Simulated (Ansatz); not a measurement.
**SiGe2 (quintet): from Hartree-Fock to the top rungs, cc-pVTZ**

One table from this session's results is given with a row withheld; the runs are named, their logs left out.

Method: cc-pVTZ, core rule «outside noble gas», up to 33 orbitals frozen; program: Ansatz 0.2.0, Gaussian basis.

Plan: UHF; CCSD(T) on ROHF; CCSD(T) on UHF; BCCD(T) on ROHF; CCSDT(Q) on ROHF; CCSDT(Q) on UHF; CASSCF and NEVPT2, 12 electrons in 12 orbitals.

4 further runs of the same task are left out: 4 set aside as unsound or not needed.

### The system

The geometry is a PBE0/def2-TZVP stationary point (not a proven minimum) of the parent state, kept for this charge and spin. No spin-orbit coupling is included. The filled d shell of Ge may be among the frozen orbitals whatever the setting's name suggests; the logs give the count.

3 atoms, charge 0, spin multiplicity 5.

Atoms are counted from 1 here; the program's logs count them from 0.

Bond lengths: Ge1–Ge2 2.453 Å, Ge1–Si3 2.352 Å, Ge2–Si3 2.352 Å. Angles: Ge2–Ge1–Si3 58.6°, Ge1–Ge2–Si3 58.6°, Ge1–Si3–Ge2 62.9°.

Coordinates:

```
Ge    0.0000    0.3251    1.2266
Ge    0.0000    0.3251   -1.2266
Si    0.0000   -1.6816    0.0000
```

The first run:

Input file in.yaml:

```yaml
crystal:
  periodic: [false, false, false]
  atoms:
    - {symbol: Ge, position_ang: [0.000000, 0.325086, 1.226603]}
    - {symbol: Ge, position_ang: [0.000000, 0.325086, -1.226603]}
    - {symbol: Si, position_ang: [0.000000, -1.681598, 0.000000]}
basis:
  gaussian: {orbitals: cc-pVTZ}
magnetization: {spin_polarized: true, initial_magnetization: 4}
hamiltonian: {xc: hf}
output: {orbitals: {seedname: orbitals}}
```

On the command line:

```bash
$ ansatz run in.yaml --threads 1 --pin off --events-out ev --progress --plain --max-ram 4096MiB --backend cpu
```

Among the steps run: UHF; CCSD(T) on ROHF; CCSD(T) on UHF; BCCD(T) on ROHF; CCSDT(Q) on ROHF; CCSDT(Q) on UHF; CASSCF and NEVPT2, 12 electrons in 12 orbitals.

One of the session's tables, all rows but one given; the rest of the session is left out.

| method | from RCCSDT(Q) (kcal/mol) |
| --- | --- |
| UHF | +184.84 |
| RMP2 | +26.96 |
| UMP2 | +38.24 |
| RCCSD | +16.86 |
| UCCSD | +15.59 |
| RCCSD(T) | +2.29 |
| UCCSD(T) | +2.66 |
| BCCD(T) | +2.46 |
| RCCSDT | +1.63 |
| UCCSDT | +0.99 |
| RCCSDT(Q) | 0 |
| UCCSDT(Q) | -0.52 |
| CASSCF valence | ? |
| NEVPT2 valence | +28.74 |

**Question.** Estimate the row for CASSCF valence.

The run gave: from RCCSDT(Q) (kcal/mol): +135.34. In the column «from RCCSDT(Q) (kcal/mol)» it lies between UMP2 (+38.24) and UHF (+184.84).

Left out of the table: ROHF (another determinant or state than the rows shown).

Caveats from the session: Warnings: spin contamination; coupled cluster took another determinant than the lowest. Restricted and unrestricted rows rest on different reference determinants; where their highest levels disagree by more than a few hundredths of an eV, they describe different states and don't form one ladder.
